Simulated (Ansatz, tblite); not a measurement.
# C₈H₁₉BO₂: one state, many levels

How do method and basis change the picture of C₈H₁₉BO₂ (singlet)?

The runs use Ansatz 0.2.0, Gaussian basis; as each input shows.

The runs, in order: GFN1-xTB, GFN2-xTB, PBE-D4/def2-TZVP, r2SCAN-D4/def2-TZVP, r2SCAN0-D4/def2-TZVP, revPBE-D4/def2-TZVP, PBE-D4/def2-SVP, PBE0-D4/def2-SVP, HF/STO-3G, HF/6-31G, B3LYP-D4/6-31G, MP2/def2-SVP.

## (1) The structure

The singlet was relaxed beforehand with PBE0-D4/def2-SVP.

SMILES `CCCCCCCCB(O)O`, 30 atoms, charge 0, spin multiplicity 1.

Bond lengths: C1–C2 1.520 Å, C1–H12 1.102 Å, C1–H13 1.101 Å, C1–H14 1.102 Å, C2–C3 1.522 Å, C2–H15 1.105 Å, C2–H16 1.105 Å, C3–C4 1.521 Å, C3–H17 1.106 Å, C3–H18 1.106 Å, C4–C5 1.523 Å, C4–H19 1.106 Å, C4–H20 1.104 Å, C5–C6 1.525 Å, C5–H21 1.104 Å, C5–H22 1.106 Å, C6–C7 1.524 Å, C6–H23 1.106 Å and more. Angles: C2–C1–H12 111.3°, C2–C1–H13 111.8°, C2–C1–H14 111.3°, H12–C1–H13 107.5°, H12–C1–H14 107.2°, H13–C1–H14 107.5°, C1–C2–C3 113.5°, C1–C2–H15 109.6°, C1–C2–H16 109.6°, C3–C2–H15 109.1°, C3–C2–H16 109.1°, H15–C2–H16 105.5°, C2–C3–C4 113.9°, C2–C3–H17 109.2°, C2–C3–H18 109.3°, C4–C3–H17 109.4°, C4–C3–H18 109.2°, H17–C3–H18 105.5° and more.

As a file:

```
atom    x (Å)    y (Å)    z (Å)
  C1   4.9794  -0.1570   0.0061
  C2   3.5724   0.2650   0.3955
  C3   2.5484   0.0597  -0.7115
  C4   1.1345   0.4698  -0.3281
  C5   0.1220   0.2812  -1.4500
  C6  -1.3013   0.7050  -1.1056
  C7  -1.9839  -0.1503  -0.0455
  C8  -3.4289   0.2667   0.2373
  B9  -4.1105  -0.6268   1.3382
 O10  -5.1635  -1.4247   0.9868
 O11  -3.5995  -0.5824   2.6065
 H12   5.3393   0.4097  -0.8679
 H13   5.6967   0.0058   0.8249
 H14   5.0168  -1.2257  -0.2604
 H15   3.2521  -0.2940   1.2928
 H16   3.5731   1.3284   0.6943
 H17   2.8632   0.6244  -1.6085
 H18   2.5494  -1.0029  -1.0168
 H19   1.1330   1.5298  -0.0136
 H20   0.8234  -0.1041   0.5623
 H21   0.4639   0.8499  -2.3327
 H22   0.1199  -0.7792  -1.7633
 H23  -1.3004   1.7596  -0.7733
 H24  -1.9153   0.6834  -2.0230
 H25  -1.4102  -0.1172   0.8958
 H26  -1.9592  -1.2061  -0.3737
 H27  -3.4370   1.3165   0.5820
 H28  -4.0211   0.2351  -0.6917
 H29  -5.5296  -1.9601   1.6973
 H30  -4.0271  -1.1592   3.2460
```

PBE0-D4/def2-TZVP was run before; its log isn't repeated, and its numbers join the tables.

## (2) GFN1-xTB

Tight binding, by tblite at 300 K electronic temperature and without a spin-polarisation term:

```python
tblite.interface.Calculator('GFN1-xTB', numbers, positions, charge=0, uhf=0).singlepoint()
```

Energy -1036.9768 eV, HOMO -12.09 eV, LUMO -4.75 eV; 0.021 s.

## (3) GFN2-xTB

Tight binding, by tblite at 300 K electronic temperature and without a spin-polarisation term:

```python
tblite.interface.Calculator('GFN2-xTB', numbers, positions, charge=0, uhf=0).singlepoint()
```

Energy -987.1668 eV, HOMO -10.86 eV, LUMO -4.23 eV; 0.013 s.

## (4) PBE-D4/def2-TZVP

start.molden holds the orbitals of an earlier run on this state, given as this run's starting guess.

The input, in.yaml:

```yaml
crystal:
  periodic: [false, false, false]
  atoms:
    - {symbol: C, position_ang: [4.979397, -0.157050, 0.006053]}
    - {symbol: C, position_ang: [3.572448, 0.264967, 0.395531]}
    - {symbol: C, position_ang: [2.548357, 0.059733, -0.711472]}
    - {symbol: C, position_ang: [1.134534, 0.469755, -0.328108]}
    - {symbol: C, position_ang: [0.122036, 0.281201, -1.449985]}
    - {symbol: C, position_ang: [-1.301349, 0.705011, -1.105553]}
    - {symbol: C, position_ang: [-1.983941, -0.150317, -0.045531]}
    - {symbol: C, position_ang: [-3.428918, 0.266700, 0.237255]}
    - {symbol: B, position_ang: [-4.110458, -0.626754, 1.338201]}
    - {symbol: O, position_ang: [-5.163533, -1.424718, 0.986755]}
    - {symbol: O, position_ang: [-3.599480, -0.582445, 2.606475]}
    - {symbol: H, position_ang: [5.339324, 0.409655, -0.867885]}
    - {symbol: H, position_ang: [5.696665, 0.005752, 0.824869]}
    - {symbol: H, position_ang: [5.016841, -1.225730, -0.260370]}
    - {symbol: H, position_ang: [3.252092, -0.294007, 1.292810]}
    - {symbol: H, position_ang: [3.573081, 1.328393, 0.694284]}
    - {symbol: H, position_ang: [2.863186, 0.624380, -1.608539]}
    - {symbol: H, position_ang: [2.549362, -1.002925, -1.016833]}
    - {symbol: H, position_ang: [1.133043, 1.529767, -0.013633]}
    - {symbol: H, position_ang: [0.823374, -0.104149, 0.562274]}
    - {symbol: H, position_ang: [0.463922, 0.849931, -2.332708]}
    - {symbol: H, position_ang: [0.119869, -0.779227, -1.763342]}
    - {symbol: H, position_ang: [-1.300397, 1.759598, -0.773261]}
    - {symbol: H, position_ang: [-1.915295, 0.683373, -2.022976]}
    - {symbol: H, position_ang: [-1.410242, -0.117160, 0.895756]}
    - {symbol: H, position_ang: [-1.959195, -1.206063, -0.373692]}
    - {symbol: H, position_ang: [-3.436957, 1.316539, 0.582048]}
    - {symbol: H, position_ang: [-4.021116, 0.235125, -0.691701]}
    - {symbol: H, position_ang: [-5.529594, -1.960094, 1.697323]}
    - {symbol: H, position_ang: [-4.027058, -1.159243, 3.245975]}
basis:
  gaussian: {orbitals: def2-TZVP, initial_orbitals: start.molden}
hamiltonian: {xc: pbe, dispersion: d4}
scf: {omitted_lower_state_checks: [starts]}
output: {forces: true, orbitals: {seedname: orbitals}}
```

The run is started by

```bash
$ ansatz run in.yaml --threads 4 --pin off --events-out ev --progress --plain --max-ram 6963MiB
```

Further steps of the session: r2SCAN-D4/def2-TZVP; r2SCAN0-D4/def2-TZVP; revPBE-D4/def2-TZVP; PBE-D4/def2-SVP; PBE0-D4/def2-SVP; HF/STO-3G; HF/6-31G; B3LYP-D4/6-31G; MP2/def2-SVP.

Before running them: what should the planned runs give, taken together? Wanted: gap in def2-TZVP, named functionals, smallest and largest; correlation energy, MP2/def2-SVP; binding an atom, functionals in def2-TZVP; PBE0 total energy, smallest basis above largest.

The runs gave:

| quantity | value |
| --- | --- |
| gap in def2-TZVP, named functionals, smallest and largest | 6.39 eV (PBE-D4), 9.26 eV (r2SCAN0-D4) |
| correlation energy, MP2/def2-SVP | -43.68 eV |
| binding an atom, functionals in def2-TZVP | 4.22 (r2SCAN0-D4) to 4.33 eV (PBE-D4) |
| PBE0 total energy, smallest basis above largest | 14.54 eV (def2-SVP, def2-TZVP) |

Orbital gaps of the named functionals in def2-TZVP span 6.39 eV (PBE-D4) to 9.26 eV (r2SCAN0-D4); exact exchange widens it.
